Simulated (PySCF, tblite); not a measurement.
# C6H13ClOSi: geometry, infrared bands and NMR shifts

What infrared bands and NMR shifts should C6H13ClOSi (`CC[C@@H]1C[C@]1(Cl)CO[SiH3]`) show?

The runs use tblite 0.8.0 and PySCF 2.14.0, with density-fitted response routines of our own; the level of theory stands in each step. All values are computed, except where a source is named. Atoms are numbered from 0 throughout.

## (1) The starting structure

22 atoms, charge 0, multiplicity 1; geometry from: force field or distance geometry start.

Bonds of the start (Å): C0–C1 1.53, C1–C2 1.50, C2–C3 1.49, C3–C4 1.51, C4–Cl5 1.78, C4–C6 1.49, C6–O7 1.40, O7–Si8 1.73, C4–C2 1.46, C0–H9 1.11, C0–H10 1.12, C0–H11 1.09, C1–H12 1.10, C1–H13 1.11, C2–H14 1.12, C3–H15 1.14, C3–H16 1.10, C6–H17 1.13, C6–H18 1.12, Si8–H19 1.48, Si8–H20 1.45, Si8–H21 1.49.

## (2) Geometry optimisation with GFN2-xTB

Job settings and geometry (Å):

```
{"job": {"kind": "relax", "xc": "GFN2-xTB", "basis": "xTB"}, "charge": 0, "multiplicity": 1}
C     -2.653400     0.880900     0.588100
C     -1.527200     0.721300    -0.435300
C     -1.182400    -0.734500    -0.417700
C     -0.740200    -1.279300     0.902100
C      0.160800    -1.307300    -0.310100
Cl     0.334600    -2.914200    -1.064900
C      1.417200    -0.518600    -0.137200
O      1.693200     0.403900    -1.150000
Si     3.184600     1.132200    -0.657400
H     -3.646100     0.638100     0.146700
H     -2.534500     0.162700     1.438900
H     -2.706000     1.891600     0.997000
H     -2.003300     0.942600    -1.402100
H     -0.687200     1.404600    -0.194700
H     -1.948300    -1.355500    -0.947800
H     -0.536700    -0.464600     1.667700
H     -1.181800    -2.205400     1.290200
H      2.268100    -1.266600    -0.178100
H      1.488100    -0.012900     0.862600
H      4.189000     0.044000    -0.707000
H      3.533500     2.295200    -1.457400
H      3.067500     1.561100     0.764700
```

Run with:

```
OMP_NUM_THREADS=1 python probes_run.py task.json out
```

This one command runs all jobs of the session in turn.

**Question.** This job is followed by: GFN2-xTB harmonic vibrations, gas phase; GIAO PBE0/pcSseg-1 NMR shielding, non-relativistic, gas phase. Predict these results of the whole session: strongest single infrared mode (GFN2-xTB); zero-point energy (GFN2-xTB); 13C shifts against TMS (PBE0/pcSseg-1); 1H shifts against TMS (PBE0/pcSseg-1, means over atoms taken as alike); 35Cl shifts against HCl (PBE0/pcSseg-1); 17O shifts against H2O (PBE0/pcSseg-1); 29Si shifts against TMS (PBE0/pcSseg-1).

The runs gave:

| quantity | value |
| --- | --- |
| strongest single infrared mode (GFN2-xTB) | 2208 cm⁻¹, 368 km/mol |
| zero-point energy (GFN2-xTB) | 108.6 kcal/mol |
| 13C shifts against TMS (PBE0/pcSseg-1) | 76.4, 52.3, 33.5, 28.0, 24.9, 15.8 ppm |
| 1H shifts against TMS (PBE0/pcSseg-1, means over atoms taken as alike) | 4.89, 4.35, 3.59, 2.47, 1.26, 1.12, 1.07, 0.58, 0.41 ppm |
| 35Cl shifts against HCl (PBE0/pcSseg-1) | 199 ppm |
| 17O shifts against H2O (PBE0/pcSseg-1) | 17.4 ppm |
| 29Si shifts against TMS (PBE0/pcSseg-1) | -37.5 ppm |

**Reading.** Over 110 steps the energy fell by 1.141 eV; of the close pairs, O7–Si8 changed most, 1.731 to 1.620 Å. All 60 modes are real, so the xTB geometry is a minimum. The strongest single mode, at 2208 cm⁻¹, moves mainly H21. GFN2-xTB is a fitted tight-binding method: band positions and strengths are rough. Its intensities can rank the bands wrongly. At PBE0/pcSseg-1: The largest span, 627 ppm, is at Cl5, where the paramagnetic term is -397 ppm.
